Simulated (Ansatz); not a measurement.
**C₃H₆BN: small, medium and large basis sets**

The task here is to estimate one member of a computed series from the others.

Computed with Ansatz 0.2.0, Gaussian basis. Level: one geometry, several basis sets.

The runs, in order: PBE0-D4/def2-SVP; ωB97M-V/def2-SVP; PBE0-D4/def2-QZVPP; ωB97M-V/def2-QZVPP; the functionals' def2-TZVPP values are taken from earlier runs.

## Structure used throughout

The geometry comes from an earlier relaxation with PBE0-D4 in a triple-zeta def2 set; it is a stationary point, not always the lowest conformer.

SMILES `C=C1CBN1`, 11 atoms, charge 0, spin multiplicity 1.

Atoms are counted from 1 here; the program's logs count them from 0.

Bond lengths: C1–C2 1.325 Å, C1–H6 1.082 Å, C1–H7 1.084 Å, C2–C3 1.522 Å, C2–N5 1.406 Å, C3–B4 1.598 Å, C3–H8 1.092 Å, C3–H9 1.092 Å, B4–N5 1.409 Å, B4–H10 1.191 Å, N5–H11 1.007 Å. Angles: C2–C1–H6 120.0°, C2–C1–H7 121.8°, H6–C1–H7 118.2°, C1–C2–C3 135.6°, C1–C2–N5 131.1°, C3–C2–N5 93.3°, C2–C3–B4 82.6°, C2–C3–H8 114.1°, C2–C3–H9 114.1°, B4–C3–H8 117.6°, B4–C3–H9 117.6°, H8–C3–H9 108.8°, C3–B4–N5 90.0°, C3–B4–H10 139.8°, N5–B4–H10 130.2°, C2–N5–B4 94.0°, C2–N5–H11 126.9°, B4–N5–H11 139.0°.

As a file:

```xyz
11
charge 0, multiplicity 1
C    -1.36217    1.13313    0.17090
C    -0.34593    0.29996    0.00054
C     0.45214   -0.63867    0.89387
B     1.23231   -0.93732   -0.46803
N     0.39813   -0.02690   -1.14695
H    -1.80888    1.24935    1.14895
H    -1.76916    1.71284   -0.64930
H    -0.13599   -1.44963    1.32802
H     1.00194   -0.13580    1.69191
H     2.13208   -1.60441   -0.87323
H     0.27084    0.34056   -2.07609
```

Set-up of the first run:

in.yaml

```yaml
crystal:
  periodic: [false, false, false]
  atoms:
    - {symbol: C, position_ang: [-1.362168, 1.133127, 0.170901]}
    - {symbol: C, position_ang: [-0.345935, 0.299956, 0.000537]}
    - {symbol: C, position_ang: [0.452135, -0.638674, 0.893873]}
    - {symbol: B, position_ang: [1.232314, -0.937322, -0.468030]}
    - {symbol: N, position_ang: [0.398131, -0.026902, -1.146945]}
    - {symbol: H, position_ang: [-1.808884, 1.249353, 1.148955]}
    - {symbol: H, position_ang: [-1.769164, 1.712843, -0.649299]}
    - {symbol: H, position_ang: [-0.135993, -1.449630, 1.328021]}
    - {symbol: H, position_ang: [1.001937, -0.135803, 1.691910]}
    - {symbol: H, position_ang: [2.132081, -1.604405, -0.873227]}
    - {symbol: H, position_ang: [0.270844, 0.340557, -2.076094]}
basis:
  gaussian: {orbitals: def2-SVP}
hamiltonian: {xc: pbe0, dispersion: d4}
output: {orbitals: {seedname: orbitals}}
```

Run with:

```console
ansatz run in.yaml --threads 2 --pin off --events-out ev --progress --plain --max-ram 4352MiB
```

Among the steps run: PBE0-D4 in def2-SVP; ωB97M-V in def2-SVP; PBE0-D4 in def2-QZVPP; ωB97M-V in def2-QZVPP.

One of the session's tables, all rows but one given; the rest of the session is left out.

| functional | basis | HOMO (eV) | LUMO (eV) |
| --- | --- | --- | --- |
| PBE0-D4 | def2-SVP | ? | ? |
| PBE0-D4 | def2-TZVPP | -6.61 | -0.15 |
| PBE0-D4 | def2-QZVPP | -6.62 | -0.22 |
| ωB97M-V | def2-SVP | -8.74 | 2.09 |
| ωB97M-V | def2-TZVPP | -8.80 | 1.69 |
| ωB97M-V | def2-QZVPP | -8.81 | 1.44 |

Estimate the missing values for PBE0-D4, def2-SVP.

The run gave: HOMO (eV): -6.55; LUMO (eV): 0.05. In the column «HOMO (eV)» it is the highest.
